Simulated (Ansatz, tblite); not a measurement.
# Ge(NH2)2 (GeN2H4): spin states and exact exchange

Aim: set other spin states of Ge(NH2)2 (GeN2H4) against its singlet, on many levels of theory.

Program: Ansatz 0.2.0, Gaussian basis. Level of theory: as each input shows. These are calculated values, not measurements.

The runs, in order: triplet, at the geometry of the singlet (GFN1-xTB, GFN2-xTB, PBE0-D4/def2-TZVP, PBE-D4/def2-TZVP, r2SCAN-D4/def2-TZVP); the singlet's energies come from earlier runs.

## (1) The structure

The singlet was relaxed beforehand with r2SCAN-D4/def2-TZVP.

7 atoms, charge 0, spin multiplicity 1.

Bond lengths: Ge1–N2 1.830 Å, Ge1–N5 1.830 Å, N2–H3 1.007 Å, N2–H4 1.010 Å, N5–H6 1.007 Å, N5–H7 1.010 Å. Angles: N2–Ge1–N5 96.9°, Ge1–N2–H3 121.1°, Ge1–N2–H4 126.7°, H3–N2–H4 112.2°, Ge1–N5–H6 121.1°, Ge1–N5–H7 126.7°, H6–N5–H7 112.2°.

## (2) Triplet at the fixed geometry, GFN1-xTB

Tight binding, by tblite at 300 K electronic temperature and without a spin-polarisation term:

```python
tblite.interface.Calculator('GFN1-xTB', numbers, positions, charge=0, uhf=2).singlepoint()
```

Energy -274.5509 eV; 0.004 s.

## (3) Triplet at the fixed geometry, GFN2-xTB

Tight binding, by tblite at 300 K electronic temperature and without a spin-polarisation term:

```python
tblite.interface.Calculator('GFN2-xTB', numbers, positions, charge=0, uhf=2).singlepoint()
```

Energy -262.8403 eV; 0.003 s.

## (4) Triplet at the fixed geometry, PBE0-D4/def2-TZVP

Contents of in.yaml:

```yaml
crystal:
  periodic: [false, false, false]
  atoms:
    - {symbol: Ge, position_ang: [0.010888, 0.888589, -0.868518]}
    - {symbol: N, position_ang: [1.369620, 0.001774, -0.021563]}
    - {symbol: H, position_ang: [2.333857, 0.205405, -0.230556]}
    - {symbol: H, position_ang: [1.275835, -0.717302, 0.681525]}
    - {symbol: N, position_ang: [-1.369091, 0.038080, -0.018687]}
    - {symbol: H, position_ang: [-2.327985, 0.266359, -0.226796]}
    - {symbol: H, position_ang: [-1.293125, -0.682905, 0.684594]}
basis:
  gaussian: {orbitals: def2-TZVP}
magnetization: {spin_polarized: true, initial_magnetization: 2}
hamiltonian: {xc: pbe0, dispersion: d4}
scf: {omitted_lower_state_checks: [starts]}
output: {orbitals: {seedname: orbitals}}
```

Started as:

```console
$ ansatz run in.yaml --threads 4 --pin off --events-out ev --progress --plain --max-ram 3916MiB
```

What it wrote:

```text
Functional definition: PBE0
  name "PBE0"
  cite "Adamo & Barone, J. Chem. Phys. 110, 6158 (1999) doi:10.1063/1.478522"
  cite "Perdew, Burke & Ernzerhof, Phys. Rev. Lett. 77, 3865 (1996) doi:10.1103/PhysRevLett.77.3865"
  parent pbe
  parameter a = 0.25
  parameter kappa = 0.804
  parameter beta = 0.06672455060314922
  exchange = (1 - a)*pbe_x(kappa = kappa, mu = beta*pi^2/3) + a*exact_x
  correlation = pbe_c(beta = beta)
these checks for a lower state are left out or cut short: starts
887 factors; their error is unknown
mean field evaluation 1: about -59538.2666 eV, gradient 5.9e1 eV
mean field evaluation 2: about -59504.7149 eV, gradient 9.8e1 eV
mean field evaluation 4: about -59550.9187 eV, gradient 4.6e0 eV
mean field evaluation 8: about -59550.9855 eV, gradient 2.7e-1 eV
mean field evaluation 16: about -59551.2616 eV, gradient 8.8e-4 eV
mean field -59551.26155246 eV, -2188.4684967579 hartree, gradient 1.5e-5 eV, S^2 2.002728; 0 other end points of the search recorded, 0 dependent functions left out
reference -59551.26157805 eV, -2188.4684976985 hartree; 26, 24 occupied and 108, 110 virtual orbitals, 887 factors
Total energy: -59551.35876895 eV, -2188.4720693983 hartree
Checks for a lower state left out: starts
```

It took 3.3 s on 4 threads of Arm Neoverse V1, shared host.

Report: HOMO -3.32 eV, LUMO -4.39 eV (over both spins; with the spin held, an empty level of the minority spin lies below the top filled one); ⟨S²⟩ 2.003 (pure: 2.00).

## (5) Triplet at the fixed geometry, PBE-D4/def2-TZVP

start.molden holds the orbitals of an earlier run on this state, given as this run's starting guess.

Edit in.yaml of step 4 so:

```diff
@@ -11,5 +11,5 @@
 basis:
-  gaussian: {orbitals: def2-TZVP}
+  gaussian: {orbitals: def2-TZVP, initial_orbitals: start.molden}
 magnetization: {spin_polarized: true, initial_magnetization: 2}
-hamiltonian: {xc: pbe0, dispersion: d4}
+hamiltonian: {xc: pbe, dispersion: d4}
 scf: {omitted_lower_state_checks: [starts]}
```

Same command.

What it wrote:

```text
Functional definition: PBE
  name "PBE"
  cite "Perdew, Burke & Ernzerhof, Phys. Rev. Lett. 77, 3865 (1996) doi:10.1103/PhysRevLett.77.3865"
  parent pbe
  parameter kappa = 0.804
  parameter beta = 0.06672455060314922
  exchange = pbe_x(kappa = kappa, mu = beta*pi^2/3)
  correlation = pbe_c(beta = beta)
these checks for a lower state are left out or cut short: starts
844 factors; their error is unknown
mean field evaluation 1: about -59549.5284 eV, gradient 7.1e0 eV
mean field evaluation 2: about -59549.6276 eV, gradient 1.2e-1 eV
mean field evaluation 4: about -59549.5435 eV, gradient 3.9e0 eV
mean field evaluation 8: about -59549.6306 eV, gradient 2.9e-2 eV
mean field -59549.63070885 eV, -2188.4085643609 hartree, gradient 1.6e-5 eV, S^2 2.003403; 0 other end points of the search recorded, 0 dependent functions left out
reference -59549.63074189 eV, -2188.4085655750 hartree; 26, 24 occupied and 108, 110 virtual orbitals, 844 factors
Total energy: -59549.74775754 eV, -2188.4128658208 hartree
Checks for a lower state left out: starts
```

Run time: 3.8 s. Hardware: 4 threads of Arm Neoverse V1, shared host.

From the report: HOMO -2.11 eV, LUMO -5.36 eV (over both spins; with the spin held, an empty level of the minority spin lies below the top filled one); ⟨S²⟩ 2.003 (pure: 2.00).

## (6) Triplet at the fixed geometry, r2SCAN-D4/def2-TZVP

Edit in.yaml of step 5 so:

```diff
@@ -13,3 +13,3 @@
 magnetization: {spin_polarized: true, initial_magnetization: 2}
-hamiltonian: {xc: pbe, dispersion: d4}
+hamiltonian: {xc: r2scan, dispersion: d4}
 scf: {omitted_lower_state_checks: [starts]}
```

The command is unchanged.

What it wrote:

```text
Functional definition: r2SCAN
  name "r2SCAN"
  cite "Furness, Kaplan, Ning, Perdew & Sun, J. Phys. Chem. Lett. 11, 8208 (2020) doi:10.1021/acs.jpclett.0c02405"
  cite "Furness, Kaplan, Ning, Perdew & Sun, J. Phys. Chem. Lett. 11, 9248 (2020) doi:10.1021/acs.jpclett.0c03077"
  parent r2scan
  parameter k0 = 0.174
  parameter k1 = 0.065
  parameter a1 = 4.9479
  exchange = r2scan_x(k0 = k0, k1 = k1, a1 = a1)
  correlation = r2scan_c
these checks for a lower state are left out or cut short: starts
844 factors; their error is unknown
mean field evaluation 1: about -59559.9630 eV, gradient 4.4e0 eV
mean field evaluation 2: about -59559.9918 eV, gradient 4.3e-2 eV
mean field evaluation 4: about -59559.9778 eV, gradient 1.3e-4 eV
mean field evaluation 8: about -59559.9778 eV, gradient 2.3e-5 eV
mean field -59559.97784809 eV, -2188.7888147142 hartree, gradient 6.2e-6 eV, S^2 2.004248; 0 other end points of the search recorded, 0 dependent functions left out
reference -59559.97785905 eV, -2188.7888151169 hartree; 26, 24 occupied and 108, 110 virtual orbitals, 844 factors
Total energy: -59560.00393600 eV, -2188.7897734272 hartree
Checks for a lower state left out: starts
```

Wall time 7.5 s (4 threads of Arm Neoverse V1, shared host).

Report: HOMO -2.52 eV, LUMO -4.95 eV (over both spins; with the spin held, an empty level of the minority spin lies below the top filled one); ⟨S²⟩ 2.004 (pure: 2.00).

## (7) Triplet less singlet, vertical

The singlet's energies are those of its earlier runs, whose logs aren't repeated here.

| level | triplet less singlet, vertical (eV) | time |
| --- | --- | --- |
| GFN1-xTB | +3.725 | 0.008 s |
| GFN2-xTB | +4.943 | 0.006 s |
| PBE-D4/def2-TZVP | +3.780 | 6.2 s |
| r2SCAN-D4/def2-TZVP | +3.623 | 10 s |
| PBE0-D4/def2-TZVP | +3.647 | 6.4 s |

Times add the two runs; a level without a time comes out of a correlated run. Tight binding without a spin term can't rank spin states.

## (8) Results

| quantity | value |
| --- | --- |
| triplet less singlet, vertical, functionals in def2-TZVP | +3.623 (r2SCAN-D4) to +3.780 eV (PBE-D4) |

What this shows: All functionals put the triplet above the singlet, over a spread of 0.156 eV. The checks for a lower triplet were left out, so another state of that spin may lie lower. These are electronic energies, without zero-point motion, entropy or surroundings.
